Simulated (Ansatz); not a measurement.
# CH9NSi2: basis-set convergence

An exercise on one series of results from a longer session: the logs are not shown, and one member is left open.

The runs use Ansatz 0.2.0, Gaussian basis; one geometry, several basis sets.

The runs, in order: PBE0-D4/def2-SVP; ωB97M-V/def2-SVP; PBE0-D4/def2-QZVPP; ωB97M-V/def2-QZVPP; the functionals' def2-TZVPP values are taken from earlier runs.

## The relaxed structure

An earlier PBE0-D4 in a triple-zeta def2 set relaxation fixed the geometry.

SMILES `NC([SiH3])[SiH3]`, 13 atoms, charge 0, spin multiplicity 1.

Atoms are counted from 1 here; the program's logs count them from 0.

Bond lengths: N1–C2 1.473 Å, N1–H5 1.013 Å, N1–H6 1.014 Å, C2–Si3 1.888 Å, C2–Si4 1.883 Å, C2–H7 1.098 Å, Si3–H8 1.489 Å, Si3–H9 1.491 Å, Si3–H10 1.490 Å, Si4–H11 1.485 Å, Si4–H12 1.489 Å, Si4–H13 1.488 Å. Angles: C2–N1–H5 110.7°, C2–N1–H6 111.2°, H5–N1–H6 106.8°, N1–C2–Si3 113.1°, N1–C2–Si4 108.6°, N1–C2–H7 108.3°, Si3–C2–Si4 113.5°, Si3–C2–H7 107.9°, Si4–C2–H7 104.9°, C2–Si3–H8 113.0°, C2–Si3–H9 108.7°, C2–Si3–H10 109.1°, H8–Si3–H9 109.0°, H8–Si3–H10 109.0°, H9–Si3–H10 108.0°, C2–Si4–H11 111.1°, C2–Si4–H12 108.7°, C2–Si4–H13 110.0° and more.

Set-up of the first run:

in.yaml reads:

```yaml
crystal:
  periodic: [false, false, false]
  atoms:
    - {symbol: N, position_ang: [0.428071, 1.407129, -0.816894]}
    - {symbol: C, position_ang: [-0.383609, 0.379770, -0.142421]}
    - {symbol: Si, position_ang: [0.157964, 0.056945, 1.637381]}
    - {symbol: Si, position_ang: [-0.402938, -1.167991, -1.214652]}
    - {symbol: H, position_ang: [1.388315, 1.098697, -0.915049]}
    - {symbol: H, position_ang: [0.449372, 2.268037, -0.281987]}
    - {symbol: H, position_ang: [-1.426423, 0.722766, -0.121365]}
    - {symbol: H, position_ang: [-0.753356, -0.868852, 2.365188]}
    - {symbol: H, position_ang: [0.208796, 1.357766, 2.363813]}
    - {symbol: H, position_ang: [1.531046, -0.520438, 1.632427]}
    - {symbol: H, position_ang: [-1.065802, -0.907779, -2.518292]}
    - {symbol: H, position_ang: [1.002209, -1.593110, -1.465805]}
    - {symbol: H, position_ang: [-1.113348, -2.267642, -0.507444]}
basis:
  gaussian: {orbitals: def2-SVP}
hamiltonian: {xc: pbe0, dispersion: d4}
output: {orbitals: {seedname: orbitals}}
```

Command:

```
$ ansatz run in.yaml --threads 4 --pin off --events-out ev --progress --plain --max-ram 10444MiB
```

Among the steps run: PBE0-D4 in def2-SVP; ωB97M-V in def2-SVP; PBE0-D4 in def2-QZVPP; ωB97M-V in def2-QZVPP.

One of the session's tables, all rows but one given; the rest of the session is left out.

It belongs to the step «Functionals by basis». 

```
functional       basis  HOMO (eV)  LUMO (eV)
   PBE0-D4    def2-SVP          ?          ?
   PBE0-D4  def2-TZVPP      -6.78       0.17
   PBE0-D4  def2-QZVPP      -6.82       0.00
   ωB97M-V    def2-SVP      -8.87       2.43
   ωB97M-V  def2-TZVPP      -9.08       1.74
   ωB97M-V  def2-QZVPP      -9.11       1.41
```

Estimate the missing values for PBE0-D4, def2-SVP.

**Answer.** HOMO (eV): -6.60; LUMO (eV): 0.63. In the column «HOMO (eV)» it is the highest.
